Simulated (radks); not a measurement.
**The Coulomb parameter U of the 4f shell of Pr**

One table from this session's results is given with a row withheld; the runs are named, their logs left out.

The numbers are computed with radks (a radial shooting solver on a logarithmic mesh, Libxc functionals) version 1 (Dirac Kohn-Sham, PBEsol, spin-unpolarised, spherical densities, finite nucleus; open shells are shared between the two j in proportion to 2j + 1), except any that are marked as measured or tabulated.

### The atom as given

* element: praseodymium (Z = 59)
* charge: 0
* electrons: 59
* configuration: [Xe] 4f1.5 6s2 6p1.5
* nuclear rms radius: 4.8919 fm

The first run:

The run's settings:

```text
Z 59
configuration [Xe] 4f1.5 6s2 6p1.5
relativity Dirac
functional pbe_sol,pbe_sol
spin unpolarised
j_filling average
nucleus finite rms 4.8919 fm
c 137.035999084
```

The run is started by

```
$ python run_ks.py task.json out
```

The same process makes all the runs of this session.

Steps of the session up to this table: Start: [Xe] 4f1.5 6s2 6p1.5.

One of the session's tables, all rows but one given; the rest of the session is left out.

It belongs to the step «Start: [Xe] 4f1.5 6s2 6p1.5». Sizes of the orbitals, from the radial functions (bohr):

```
level     <r>  outermost maximum (interpolated)  90 % within  nodes
5s1/2   1.457                              1.33         2.08      4
5p1/2       ?                                 ?            ?      ?
5p3/2   1.693                              1.50         2.46      3
4f5/2  0.9787                             0.667         1.65      0
4f7/2  0.9874                             0.672         1.67      0
6s1/2   3.832                              3.38         5.54      5
6p1/2   4.749                              4.10         6.96      4
6p3/2   4.976                              4.29         7.29      4
```

Estimate the missing values for 5p1/2.

**Answer.** <r>: 1.617; outermost maximum (interpolated): 1.44; 90 % within: 2.34; nodes: 3. In the column «<r>» it lies between 5s1/2 (1.457) and 5p3/2 (1.693).
